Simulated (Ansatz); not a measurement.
# GeSiH5Cl (SMILES Cl[SiH2][GeH3]) at BLYP/cc-pVDZ

What is the electronic atomisation energy of GeSiH5Cl at BLYP/cc-pVDZ? 

Program for the calculation: Ansatz 0.2.0.

62 further runs of the same task are left out: 62 set aside as unsound or not needed.

## 1. The structure to begin with

The species is GeSiH5Cl (8 atoms), meant as a singlet with charge 0. As SMILES, `Cl[SiH2][GeH3]`. Geometry: relaxed at PBE0-D4/def2-TZVP.

Bond lengths: Cl1–Si2 2.062 Å, Si2–Ge3 2.377 Å, Si2–H4 1.484 Å, Si2–H5 1.484 Å, Ge3–H6 1.536 Å, Ge3–H7 1.538 Å, Ge3–H8 1.536 Å. Some angles: Cl1–Si2–Ge3 109.1°, Cl1–Si2–H4 107.8°, Cl1–Si2–H5 107.8°, Ge3–Si2–H4 111.5°, Ge3–Si2–H5 111.5°, Si2–Ge3–H6 110.0°, Si2–Ge3–H7 109.9°, Si2–Ge3–H8 110.0°, H4–Si2–H5 109.1°, H6–Ge3–H7 108.9°.

## 2. A single-point energy at BLYP/cc-pVDZ

input.yaml reads:

```yaml
crystal:
  periodic: [false, false, false]
  atoms:
    - {symbol: Cl, position_ang: [-2.290300, 1.217200, -0.310600]}
    - {symbol: Si, position_ang: [-0.414100, 0.602600, -0.906900]}
    - {symbol: Ge, position_ang: [0.581500, -0.662200, 0.842700]}
    - {symbol: H, position_ang: [-0.573600, -0.206400, -2.140800]}
    - {symbol: H, position_ang: [0.380700, 1.815700, -1.222200]}
    - {symbol: H, position_ang: [0.711200, 0.201700, 2.106100]}
    - {symbol: H, position_ang: [1.981500, -1.135500, 0.415600]}
    - {symbol: H, position_ang: [-0.284600, -1.890300, 1.160200]}
basis:
  gaussian:
    orbitals: cc-pVDZ
hamiltonian:
  xc: {name: BLYP}
accuracy: high
output: {orbitals: {seedname: orbitals}}
```

Run with:

```bash
$ ansatz run input.yaml --threads 1 --pin off --max-ram 3480MiB --events-out events.jsonl --progress --plain --runs-dir runs
```

The program printed:

```text
Warning: RAYON_NUM_THREADS=1 ignored (pool sized by the plan → 1); use --threads N
Functional definition: BLYP
  name "BLYP"
  parameter beta = 0.0042
  parameter a = 0.04918
  parameter b = 0.132
  parameter c = 0.2533
  parameter d = 0.349
  exchange = b88_x(beta = beta)
  correlation = lyp_c(a = a, b = b, c = c, d = d)
2044 factors; integrals over basis functions are off by at most 4.4e-9 eV
mean field evaluation 1: about -76999.7645 eV, gradient 1.7e1 eV
mean field evaluation 2: about -77000.5792 eV, gradient 1.0e1 eV
mean field evaluation 4: about -77000.8906 eV, gradient 7.1e-1 eV
mean field evaluation 8: about -77000.8848 eV, gradient 1.2e-2 eV
mean field evaluation 16: about -77000.8848 eV, gradient 2.0e-6 eV
mean field -77000.88479713 eV, -2829.7303232201 hartree, gradient 4.2e-8 eV, S^2 0.000000; 0 other end points of the search recorded, 0 dependent functions left out
reference -77000.88485612 eV, -2829.7303253879 hartree; 34, 34 occupied and 54, 54 virtual orbitals, 2044 factors
Total energy: -77000.88485612 eV, -2829.7303253879 hartree
```

Run time: 9.3 s. Hardware: 1 thread of Arm Neoverse V1, shared host; peak memory 0.23 GiB.

## 3. The Cl atom at the same level

input.yaml reads:

```yaml
crystal:
  periodic: [false, false, false]
  atoms:
    - {symbol: Cl, position_ang: [0.000000, 0.000000, 0.000000]}
basis:
  gaussian: {orbitals: cc-pVDZ}
magnetization: {spin_polarized: true, initial_magnetization: 1}
hamiltonian: {xc: {name: BLYP}}
accuracy: high
```

Run the same way, it converges to -460.13939 Eh (log not shown).

## 4. The Ge atom at the same level

in.yaml reads:

```yaml
crystal:
  periodic: [false, false, false]
  atoms:
    - symbol: Ge
      position_ang: [0.000000, 0.000000, 0.000000]
basis:
  gaussian:
    orbitals: cc-pVDZ
magnetization:
  spin_polarized: true
  initial_magnetization: 2
hamiltonian:
  xc: {name: BLYP}
accuracy: high
```

Run the same way, it converges to -2076.95291 Eh (log not shown).

## 5. The H atom at the same level

molecule.yaml reads:

```yaml
crystal:
  periodic: [false, false, false]
  atoms:
    - {symbol: H, position_ang: [0.000000, 0.000000, 0.000000]}
basis:
  gaussian:
    orbitals: cc-pVDZ
total_charge: 0
magnetization:
  spin_polarized: true
  initial_magnetization: 1
hamiltonian:
  xc: {name: BLYP}
accuracy: high
```

Run the same way, it converges to -0.49640 Eh (log not shown).

## 6. The Si atom

input.yaml reads:

```yaml
basis:
  gaussian:
    orbitals: cc-pVDZ
crystal:
  periodic: [false, false, false]
  atoms:
    - {symbol: Si, position_ang: [0.000000, 0.000000, 0.000000]}
magnetization:
  spin_polarized: true
  initial_magnetization: 2
accuracy: high
hamiltonian:
  xc: {name: BLYP}
```

Run with:

```bash
$ ansatz run input.yaml --threads 1 --pin off --max-ram 3480MiB --events-out events.jsonl --progress --plain --runs-dir runs
```

The program printed:

```text
Warning: RAYON_NUM_THREADS=1 ignored (pool sized by the plan → 1); use --threads N
[... 9 set-up lines as earlier in the session ...]
144 factors; integrals over basis functions are off by at most 3.2e-9 eV
mean field evaluation 1: about -7874.1381 eV, gradient 2.6e0 eV
mean field evaluation 2: about -7874.2095 eV, gradient 1.2e0 eV
mean field evaluation 4: about -7874.2211 eV, gradient 1.5e-1 eV
mean field evaluation 8: about -7874.2213 eV, gradient 2.2e-4 eV
mean field evaluation 16: about -7874.1453 eV, gradient 2.4e0 eV
mean field evaluation 32: about -7874.2210 eV, gradient 1.3e-1 eV
mean field -7874.22129199 eV, -289.3722951416 hartree, gradient 4.7e-8 eV, S^2 2.002400; 2 other end points of the search recorded, 0 dependent functions left out
reference -7874.22132118 eV, -289.3722962146 hartree; 8, 6 occupied and 10, 12 virtual orbitals, 144 factors
Total energy: -7874.22132118 eV, -289.3722962146 hartree
```

Wall time 1.1 s (1 thread of Arm Neoverse V1, shared host).

## 7. Results

Level: BLYP/cc-pVDZ.

| quantity | value |
| --- | --- |
| molecule: total energy | -2829.73033 Eh |
| molecule: HOMO energy | -6.71 eV |
| molecule: LUMO energy | -0.87 eV |
| molecule: HOMO–LUMO gap | 5.84 eV |
| Cl atom: total energy | -460.13939 Eh |
| Cl atom: ⟨S²⟩ | 0.751 |
| Ge atom: total energy | -2076.95291 Eh |
| Ge atom: ⟨S²⟩ | 2.001 |
| H atom: total energy | -0.49640 Eh |
| H atom: ⟨S²⟩ | 0.750 |
| Si atom: total energy | -289.37230 Eh |
| Si atom: ⟨S²⟩ | 2.002 |
| electronic atomisation energy | 21.326 eV |

What this shows: Taking the molecule apart into free atoms costs 21.33 eV (492 kcal/mol), before zero-point energy and without spin-orbit coupling.
